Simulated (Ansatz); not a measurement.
# Alloy of BeS and BeSe (28 of 32 S sites exchanged), 64 atoms

Aim: relax the alloy cell and compare the gap by PBEsol.

All numbers are computed with Ansatz 0.2.0 (PAW, plane waves).

## (1) Starting point

64 atoms (32 Be, 28 Se, 4 S); a = 10.188 Å, b = 10.188 Å, c = 10.188 Å, α = 90.00°, β = 90.00°, γ = 90.00°. All atoms were shaken off their sites by about 0.02 Å along each axis.

Steps to follow: (2) PBEsol cell relaxation at the single k point (¼, ¼, ¼), on 1 × NVIDIA GB300 Max-Q with 8 threads of Arm Neoverse-V2.

## (2) PBEsol relaxation of the cell and the positions

The input, in.yaml:

```yaml
crystal:
  lattice:
    - [10.187845, 0.000000, 0.000000]
    - [0.000000, 10.187845, 0.000000]
    - [0.000000, 0.000000, 10.187845]
  atoms:
    - { symbol: Be, position: [0.996958, 0.999582, 0.000216] }
    - { symbol: Be, position: [0.002450, 0.001026, 0.500154] }
    - { symbol: Be, position: [0.000294, 0.500841, 0.001063] }
    - { symbol: Be, position: [0.997305, 0.498717, 0.499765] }
    - { symbol: Be, position: [0.496603, 0.997131, 0.000079] }
    - { symbol: Be, position: [0.498430, 0.999457, 0.498658] }
    - { symbol: Be, position: [0.498508, 0.501619, 0.000178] }
    - { symbol: Be, position: [0.497939, 0.497694, 0.499507] }
    - { symbol: Be, position: [0.249869, 0.251060, 0.000152] }
    - { symbol: Be, position: [0.250543, 0.251136, 0.497572] }
    - { symbol: Be, position: [0.249630, 0.748120, 0.997245] }
    - { symbol: Be, position: [0.248637, 0.752693, 0.495999] }
    - { symbol: Be, position: [0.751146, 0.251482, 0.998495] }
    - { symbol: Be, position: [0.754232, 0.253341, 0.496842] }
    - { symbol: Be, position: [0.749314, 0.749106, 0.997517] }
    - { symbol: Be, position: [0.747330, 0.750996, 0.501537] }
    - { symbol: Be, position: [0.249592, 0.000801, 0.247498] }
    - { symbol: Be, position: [0.249621, 0.001921, 0.749914] }
    - { symbol: Be, position: [0.248474, 0.500324, 0.253764] }
    - { symbol: Be, position: [0.253460, 0.500131, 0.749866] }
    - { symbol: Be, position: [0.748254, 0.001792, 0.247404] }
    - { symbol: Be, position: [0.750110, 0.002573, 0.749958] }
    - { symbol: Be, position: [0.746563, 0.497877, 0.252397] }
    - { symbol: Be, position: [0.749516, 0.497923, 0.749613] }
    - { symbol: Be, position: [0.999590, 0.250444, 0.255165] }
    - { symbol: Be, position: [0.000114, 0.247310, 0.749663] }
    - { symbol: Be, position: [0.995896, 0.752076, 0.250735] }
    - { symbol: Be, position: [0.999182, 0.751363, 0.749704] }
    - { symbol: Be, position: [0.501900, 0.249057, 0.250799] }
    - { symbol: Be, position: [0.498614, 0.246352, 0.749469] }
    - { symbol: Be, position: [0.496267, 0.751704, 0.249528] }
    - { symbol: Be, position: [0.501112, 0.750573, 0.748971] }
    - { symbol: Se, position: [0.127224, 0.125454, 0.123665] }
    - { symbol: Se, position: [0.128277, 0.121860, 0.625367] }
    - { symbol: Se, position: [0.123682, 0.625091, 0.123912] }
    - { symbol: Se, position: [0.127202, 0.628436, 0.624859] }
    - { symbol: Se, position: [0.625280, 0.127372, 0.127748] }
    - { symbol: Se, position: [0.625443, 0.124437, 0.623552] }
    - { symbol: Se, position: [0.623895, 0.625738, 0.622749] }
    - { symbol: Se, position: [0.376051, 0.375537, 0.129141] }
    - { symbol: Se, position: [0.378389, 0.375520, 0.623500] }
    - { symbol: Se, position: [0.376127, 0.875004, 0.623833] }
    - { symbol: Se, position: [0.875557, 0.374758, 0.124381] }
    - { symbol: Se, position: [0.876562, 0.376655, 0.626989] }
    - { symbol: Se, position: [0.877388, 0.873300, 0.125516] }
    - { symbol: Se, position: [0.872486, 0.877504, 0.624190] }
    - { symbol: Se, position: [0.375466, 0.121875, 0.375140] }
    - { symbol: Se, position: [0.376590, 0.126133, 0.873243] }
    - { symbol: Se, position: [0.378006, 0.627751, 0.873748] }
    - { symbol: Se, position: [0.875095, 0.124676, 0.371354] }
    - { symbol: Se, position: [0.875710, 0.124310, 0.878671] }
    - { symbol: Se, position: [0.872984, 0.625509, 0.376784] }
    - { symbol: Se, position: [0.871594, 0.625876, 0.875193] }
    - { symbol: Se, position: [0.122506, 0.375030, 0.376481] }
    - { symbol: Se, position: [0.121573, 0.371169, 0.872774] }
    - { symbol: Se, position: [0.130126, 0.876700, 0.376020] }
    - { symbol: Se, position: [0.124524, 0.876770, 0.874615] }
    - { symbol: Se, position: [0.625344, 0.374784, 0.374603] }
    - { symbol: Se, position: [0.624058, 0.374715, 0.878280] }
    - { symbol: Se, position: [0.623706, 0.874663, 0.873607] }
    - { symbol: S, position: [0.627415, 0.623663, 0.125418] }
    - { symbol: S, position: [0.378625, 0.875337, 0.126416] }
    - { symbol: S, position: [0.368685, 0.626009, 0.371767] }
    - { symbol: S, position: [0.624456, 0.874751, 0.375092] }
  symmetry: { detect: false }
kpoints:
  mp_grid: { grid: [1, 1, 1], shift: [0.25, 0.25, 0.25] }
hamiltonian:
  xc: pbesol
scf:
  occupations: { method: fermi_dirac, width: 0.01 }
relax:
  f_tol: 0.03
  max_steps: 80
  escape_saddle: false
  adjacent_minimum: "off"
  cell: { fix: [shape] }
output:
  forces: true
  eigenvalues: true
  populations: true
```

Command:

```sh
> ansatz run in.yaml --threads 8 --pin off --max-ram 118750MiB --runs-dir r --events-out ev --progress --plain --backend cuda --devices 0,
```

Before running it: what results should come out? Wanted: for each run, top filled to lowest empty.

**Answer**, as computed:

```
             level         time  top filled to lowest empty (eV)
PBEsol, relaxation  6.3 s (GPU)                             3.28
```

```
     quantity                                                                         value
   relaxation                                              5 recorded steps, 0.80 eV gained
largest shift                                                                 0.13 Å (Be11)
 relaxed cell  a = 10.185 Å, b = 10.185 Å, c = 10.185 Å, α = 90.00°, β = 90.00°, γ = 90.00°
   mean bonds                                                     Be–S 2.130, Be–Se 2.216 Å
```

The relaxation lowers the energy by 0.80 eV; the largest shift is 0.13 Å (Be11), while the volume changes by -0.1 %. The mean lengths of the listed bonds run from Be–S 2.13 Å to Be–Se 2.22 Å. Spin–orbit coupling is left out, which matters for the band edges of the heavier elements here. With one k point the spacing samples only the states that fold onto it, so it can exceed the gap over the zone.
